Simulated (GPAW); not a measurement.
**YbN: single point from a typed occupation with PBE+U**

The system is YbN.

```
CELL_PARAMETERS angstrom
0.00000 2.65285 2.65285
2.65285 0.00000 2.65285
2.65285 2.65285 0.00000
ATOMIC_POSITIONS crystal
Yb 0.00000 0.00000 0.00000
N 0.25000 0.25000 0.25000
```

The cell comes from a database or a generator and needn't be the stable form of this composition.

```json
{
  "Program": "GPAW 26.7.0",
  "Task": "single point from a typed occupation",
  "Functional": "PBE",
  "Potentials or basis": "GPAW PAW data sets (gpaw-data 1.2.1)",
  "Cutoff": "600 eV",
  "Basis": "pw",
  "k mesh": "6 × 6 × 6",
  "Occupations": "gaussian, width 0.05 eV",
  "Spin": "collinear spin, ferromagnetic start",
  "Starting moments": "[1.0, 0.0] μB",
  "Hubbard terms": "Yb f U = 2.5 eV",
  "Maxiter": "120",
  "start of the occupation matrix": "atoms"
}
```

- Pressure: -7.0 GPa
- Band gap on the k mesh: none (metal or under the smearing width)
- Net moment: 1.00 μB per cell
- Site moments: Yb +0.57; N +0.16 μB

Levels at points of the mesh, in eV from the Fermi level:
Spin up:
```csv
k point,band 13,band 14,band 15,band 16,band 17,band 18
"(0.00, 0.00, 0.00)",-0.80,-0.80,-0.80,2.03,6.67,6.67
"(0.50, 0.50, 0.00)",-0.98,-0.20,-0.20,2.85,5.45,8.47
"(0.50, 0.50, 0.50)",-1.00,-0.68,-0.68,4.87,6.57,6.69
```
Spin down:
| k point | band 10 | band 11 | band 12 | band 13 | band 14 | band 15 | band 16 | band 17 | band 18 | band 19 |
| --- | --- | --- | --- | --- | --- | --- | --- | --- | --- | --- |
| (0.00, 0.00, 0.00) | -0.32 | -0.32 | -0.32 | -0.27 | -0.27 | -0.27 | 2.15 | 6.72 | 6.72 | 9.58 |
| (0.50, 0.50, 0.00) | -0.50 | -0.50 | -0.43 | -0.35 | 0.42 | 0.42 | 2.81 | 5.65 | 8.51 | 8.77 |
| (0.50, 0.50, 0.50) | -0.47 | -0.43 | -0.43 | -0.27 | -0.08 | -0.08 | 5.02 | 6.62 | 6.80 | 6.80 |

Eigenvalues of the final occupation matrices:
| site | spin | trace | eigenvalues |
| --- | --- | --- | --- |
| atom 1  | 1 | 7.05 | 1.00 1.01 1.01 1.01 1.01 1.01 1.01 |
| atom 1  | 2 | 6.49 | 0.86 0.86 0.86 0.97 0.98 0.98 0.98 |

It took 60 s on 1 thread of Arm Neoverse V1 (shared host), peak memory 0.2 GiB.

Caveat: the cutoff is short for stress and forces, so pressures can be off by a GPa or more; one-centre terms of the f shell are cut off; spin-orbit coupling is left out, which moves the levels of the heavy elements. The state reached can hang on the start; a lower one may exist.
